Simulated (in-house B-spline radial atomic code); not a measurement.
# Excited states and polarisability of Ar¹⁶⁺ by several methods

The task here is to estimate one member of a computed series from the others.

The numbers are computed with in-house B-spline radial atomic code version 1 (linear response of a closed shell, each method with its own adiabatic kernel; spin-free one-electron X2C, finite nucleus; B-spline basis; no spin-orbit coupling, no double excitations; only terms of natural parity, (−1)^L, with L up to 3 are computed), except any that are marked as measured or tabulated.

### Starting point

```
element       : argon (Z = 18)
charge        : +16
configuration : 1s2
runs          : TDHF; PBE; LC-ωPBE; ωB97X; PBEsol; BSE on G0W0@HF
```

Outer shells as boxes (Hund's rule):

Ar¹⁶⁺
```
1s [↑↓]
```

The first run:

Input settings:

```ini
Z = 18
electrons = 2.0
configuration = 1s2
hamiltonian = x2c
method = hf
box_radius = 6.75
rms_radius = 3.4274
intervals = 68
```

Run with:

```sh
$ python run_td.py task.json out
```

task.json lists these runs, among others, and the program works through them in turn.

Steps of the session up to this table: TDHF.

One of the session's tables, all rows but one given; the rest of the session is left out.

It belongs to the step «TDHF». 

```
   state  full (eV)  Tamm-Dancoff (eV)
1s→2s ³S     3105.7             3105.8
1s→2s ¹S     3126.7             3126.8
1s→2p ³P     3126.9             3126.9
1s→2p ¹P     3142.0             3142.1
1s→3s ³S     3676.2             3676.2
1s→3s ¹S          ?                  ?
1s→3p ³P     3682.1             3682.1
1s→3d ³D     3685.6             3685.6
1s→3d ¹D     3685.8             3685.8
1s→3p ¹P     3686.1             3686.1
1s→4s ³S     3873.1             3873.1
1s→4s ¹S     3875.3             3875.3
1s→4p ³P     3875.5             3875.5
1s→4d ³D     3876.9             3876.9
```

Q: Estimate the row for 1s→3s ¹S from the others.

As computed: full (eV): 3681.7; Tamm-Dancoff (eV): 3681.7. In the column «full (eV)» it lies between 1s→3s ³S (3676.2) and 1s→3p ³P (3682.1).
